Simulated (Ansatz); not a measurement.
# C2H10N4W: up Jacob's ladder to CCSD(T)

The task here is to estimate one member of a computed series from the others.

The runs use Ansatz 0.2.0, Gaussian basis; functionals in def2-TZVPP, the program's frozen cores in correlated methods.

Levels to be run: LDA (SPW92), PBE-D4, revPBE-D4, BLYP-D4, r2SCAN-D4, B97M-V, PBE0-D4, B3LYP-D4, r2SCANh-D4, r2SCAN0-D4, HSE06-D4, BHLYP-D4, CAM-B3LYP-D4, LC-ωPBE, ωB97X-V, ωB97M-V, B2PLYP, PBE-QIDH; CCSD(T)/def2-SVP; CCSD(T)/def2-TZVPP; MP2/def2-QZVPP; extrapolation to the limit; RPA on PBE.

## Structure used throughout

The geometry comes from an earlier relaxation with PBE0-D4 in a triple-zeta def2 set; it is a stationary point, not always the lowest conformer. W takes the def2 core potential; no spin-orbit term is included.

17 atoms, charge 0, spin multiplicity 1.

Atoms are counted from 1 here; the program's logs count them from 0.

Bond lengths: C1–N2 1.417 Å, C1–H8 1.096 Å, C1–H9 1.096 Å, C1–H10 1.096 Å, N2–W3 1.758 Å, W3–N4 1.968 Å, W3–N5 1.968 Å, W3–N6 1.758 Å, N4–H11 1.007 Å, N4–H12 1.007 Å, N5–H13 1.007 Å, N5–H14 1.007 Å, N6–C7 1.417 Å, C7–H15 1.096 Å, C7–H16 1.096 Å, C7–H17 1.096 Å. Angles: N2–C1–H8 110.7°, N2–C1–H9 110.7°, N2–C1–H10 112.0°, H8–C1–H9 107.4°, H8–C1–H10 107.9°, H9–C1–H10 107.9°, C1–N2–W3 162.6°, N2–W3–N4 107.0°, N2–W3–N5 107.0°, N2–W3–N6 115.4°, N4–W3–N5 113.8°, N4–W3–N6 107.0°, N5–W3–N6 107.0°, W3–N4–H11 123.9°, W3–N4–H12 123.9°, H11–N4–H12 111.2°, W3–N5–H13 123.9°, W3–N5–H14 123.9° and more.

Coordinates:

```xyz
17
C2H10N4W
C     1.9073   -0.6002    1.8530
N     1.2311   -0.6051    0.6081
W     0.0635   -0.2906   -0.6683
N    -0.7253   -2.0236   -1.1654
N     1.0382    0.5882   -2.1346
N    -1.2669    0.7710   -0.2274
C    -2.1306    1.6246    0.5023
H     1.9774   -1.6155    2.2606
H     2.9295   -0.2210    1.7378
H     1.3984    0.0254    2.5950
H    -1.6804   -2.1422   -1.4618
H    -0.2834   -2.9123   -0.9950
H     0.6368    1.2893   -2.7357
H     2.0341    0.5204   -2.2680
H    -2.1988    2.6087    0.0238
H    -3.1439    1.2082    0.5433
H    -1.7870    1.7747    1.5320
```

Set-up of the first run:

in.yaml

```yaml
crystal:
  periodic: [false, false, false]
  atoms:
    - {symbol: C, position_ang: [1.907307, -0.600154, 1.852995]}
    - {symbol: N, position_ang: [1.231095, -0.605104, 0.608127]}
    - {symbol: W, position_ang: [0.063467, -0.290642, -0.668272]}
    - {symbol: N, position_ang: [-0.725345, -2.023645, -1.165369]}
    - {symbol: N, position_ang: [1.038248, 0.588218, -2.134615]}
    - {symbol: N, position_ang: [-1.266913, 0.770991, -0.227351]}
    - {symbol: C, position_ang: [-2.130581, 1.624618, 0.502317]}
    - {symbol: H, position_ang: [1.977408, -1.615530, 2.260571]}
    - {symbol: H, position_ang: [2.929543, -0.220976, 1.737801]}
    - {symbol: H, position_ang: [1.398432, 0.025425, 2.595030]}
    - {symbol: H, position_ang: [-1.680395, -2.142224, -1.461778]}
    - {symbol: H, position_ang: [-0.283361, -2.912270, -0.994990]}
    - {symbol: H, position_ang: [0.636765, 1.289337, -2.735685]}
    - {symbol: H, position_ang: [2.034058, 0.520360, -2.267966]}
    - {symbol: H, position_ang: [-2.198771, 2.608664, 0.023835]}
    - {symbol: H, position_ang: [-3.143934, 1.208230, 0.543333]}
    - {symbol: H, position_ang: [-1.787022, 1.774702, 1.532026]}
basis:
  gaussian: {orbitals: def2-TZVPP}
hamiltonian: {xc: lda}
output: {orbitals: {seedname: orbitals}}
```

Launch:

```
ansatz run in.yaml --threads 2 --pin off --events-out ev --progress --plain --max-ram 32768MiB --backend cuda --devices 0, --max-vram 18GiB
```

Steps of the session up to this table: LDA; PBE-D4 (GGA); revPBE-D4 (GGA); BLYP-D4 (GGA); r2SCAN-D4 (meta-GGA); B97M-V (meta-GGA); PBE0-D4 (hybrid); B3LYP-D4 (hybrid); r2SCANh-D4 (hybrid); r2SCAN0-D4 (hybrid); HSE06-D4 (hybrid); BHLYP-D4 (hybrid); CAM-B3LYP-D4 (range-separated); LC-ωPBE (range-separated); ωB97X-V (range-separated); ωB97M-V (range-separated); B2PLYP (double hybrid); PBE-QIDH (double hybrid).

One table of the session follows, with a row left open; its other results are not shown here.

It belongs to the step «Frontier levels by functional». 

| functional | HOMO (eV) | gap (eV) |
| --- | --- | --- |
| LDA (SPW92) | ? | ? |
| PBE-D4 | -5.01 | 4.29 |
| revPBE-D4 | -4.95 | 4.29 |
| BLYP-D4 | -4.89 | 4.28 |
| r2SCAN-D4 | -5.26 | 4.68 |
| B97M-V | -5.34 | 4.80 |
| PBE0-D4 | -6.25 | 6.35 |
| B3LYP-D4 | -6.04 | 5.89 |
| r2SCANh-D4 | -5.72 | 5.45 |
| r2SCAN0-D4 | -6.42 | 6.62 |
| HSE06-D4 | -5.85 | 5.58 |
| BHLYP-D4 | -7.38 | 8.17 |
| CAM-B3LYP-D4 | -7.55 | 8.50 |
| LC-ωPBE | -8.86 | 10.99 |
| ωB97X-V | -8.51 | 10.44 |
| ωB97M-V | -8.43 | 9.98 |

Estimate the missing values for LDA (SPW92).

**Answer.** HOMO (eV): -5.18; gap (eV): 4.29. In the column «HOMO (eV)» it lies between r2SCAN-D4 (-5.26) and PBE-D4 (-5.01).
